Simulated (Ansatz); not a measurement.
# Mo2Pt: the cost of one run

Method: DFT PBE, scalar-relativistic, plane waves, PAW, in Ansatz 0.2.0.

1 further run of the same task is left out (it didn't finish).

### Step 1. The system as given

It takes space group P6_3/mmc (No. 194, hexagonal). Conventional cell: a = 4.398 Å, b = 4.398 Å, c = 7.541 Å, α = 90.00°, β = 90.00°, γ = 120.00°. Around Mo (site symmetry 3m) lie 3 Pt at 2.60 Å and 4 Mo at 2.63 to 2.78 Å. Around Pt (site symmetry -3m) lie 6 Mo at 2.60 Å.

Coordinates:

```cif
data_structure
_symmetry_space_group_name_H-M 'P 1'
_symmetry_Int_Tables_number 1
_cell_length_a 4.3982
_cell_length_b 4.3982
_cell_length_c 7.5409
_cell_angle_alpha 90.000
_cell_angle_beta 90.000
_cell_angle_gamma 120.000
_cell_volume 126.33
loop_
_atom_site_label
_atom_site_type_symbol
_atom_site_fract_x
_atom_site_fract_y
_atom_site_fract_z
_atom_site_occupancy
Mo1 Mo 0.33333 0.66667 0.07570 1
Mo2 Mo 0.33333 0.66667 0.42430 1
Mo3 Mo 0.66667 0.33333 0.92430 1
Mo4 Mo 0.66667 0.33333 0.57570 1
Pt1 Pt 0.00000 0.00000 0.00000 1
Pt2 Pt 0.00000 0.00000 0.50000 1
```

Recipe of the guess: random cell by space group and Wyckoff sites (P6_3/mmc, No. 194). Lengths come from tabulated atomic sizes and are only a guess.

### Step 2. Probe: one point on a coarse mesh

input.yaml reads:

```yaml
crystal:
  lattice:
    - [4.39818775, 0.0, 0.0]
    - [-2.19909387, 3.80894232, 0.0]
    - [0.0, 0.0, 7.54087641]
  atoms:
    - { symbol: Mo, position: [0.33333333, 0.66666667, 0.07569574] }
    - { symbol: Mo, position: [0.33333333, 0.66666667, 0.42430426] }
    - { symbol: Mo, position: [0.66666667, 0.33333333, 0.92430426] }
    - { symbol: Mo, position: [0.66666667, 0.33333333, 0.57569574] }
    - { symbol: Pt, position: [0.0, 0.0, 0.0] }
    - { symbol: Pt, position: [0.0, 0.0, 0.5] }
basis:
  ecutwfc: 420
kpoints:
  mp_grid: { grid: [6, 6, 2] }
hamiltonian:
  xc: pbe
scf:
  occupations: { method: gaussian, width: 0.1 }
  lower_state_search: "off"
output:
  forces: true
  stress: true
  eigenvalues: true
```

Started as:

```console
$ ansatz run input.yaml --threads 1 --pin off --max-ram 2560MiB --backend cpu --events-out ev --progress --plain --runs-dir out
```

What time and memory should one allow on 1 thread of Intel Xeon at 2.50GHz (Skylake/Cascade Lake), shared host?

About 11 s, with a peak of 0.43 GiB.
